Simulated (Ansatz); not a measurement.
# La2TaO2: the cost of one run

Program: Ansatz 0.2.0. Level of theory: DFT PBE, scalar-relativistic, plane waves, PAW. These are calculated values, not measurements.

### Step 1. Starting point

It takes space group P-3m1 (No. 164, trigonal). Conventional cell: a = 4.717 Å, b = 4.717 Å, c = 5.719 Å, α = 90.00°, β = 90.00°, γ = 120.00°. Around La (site symmetry 3m) lie 3 O at 2.74 Å and 3 Ta at 3.14 Å. Ta (site symmetry -3m) has 2 O at 1.84 Å in its first shell of neighbours. Around O (site symmetry 3m) lie 1 Ta at 1.84 Å and 3 La at 2.74 Å.

Coordinates:

```
La Ta O
1.0
     4.71673    0.00000    0.00000
    -2.35836    4.08480    0.00000
     0.00000    0.00000    5.71921
La Ta O
2 1 2
Direct
  0.33333 0.66667 0.77194
  0.66667 0.33333 0.22806
  0.00000 0.00000 0.50000
  0.00000 0.00000 0.82156
  0.00000 0.00000 0.17844
```

Recipe of the guess: random cell by space group and Wyckoff sites (P-3m1, No. 164). The dimensions are guesses.

### Step 2. The guess as it stands, on a coarse mesh

input.yaml

```yaml
crystal:
  lattice:
    - [4.71672541, 0.0, 0.0]
    - [-2.3583627, 4.08480403, 0.0]
    - [0.0, 0.0, 5.71921152]
  atoms:
    - { symbol: La, position: [0.33333333, 0.66666667, 0.77193853] }
    - { symbol: La, position: [0.66666667, 0.33333333, 0.22806147] }
    - { symbol: Ta, position: [0.0, 0.0, 0.5] }
    - { symbol: O, position: [0.0, 0.0, 0.82156273] }
    - { symbol: O, position: [0.0, 0.0, 0.17843727] }
basis:
  ecutwfc: 420
kpoints:
  mp_grid: { grid: [6, 6, 4] }
hamiltonian:
  xc: pbe
scf:
  occupations: { method: gaussian, width: 0.1 }
  lower_state_search: "off"
output:
  forces: true
  stress: true
  eigenvalues: true
```

The run is started by

```
ansatz run input.yaml --threads 1 --pin off --max-ram 2560MiB --backend cpu --events-out ev --progress --plain --runs-dir out
```

Q: Estimate wall time and peak memory on 1 thread of AMD EPYC (Zen 3), shared host.

About 12 s, with a peak of 0.43 GiB.
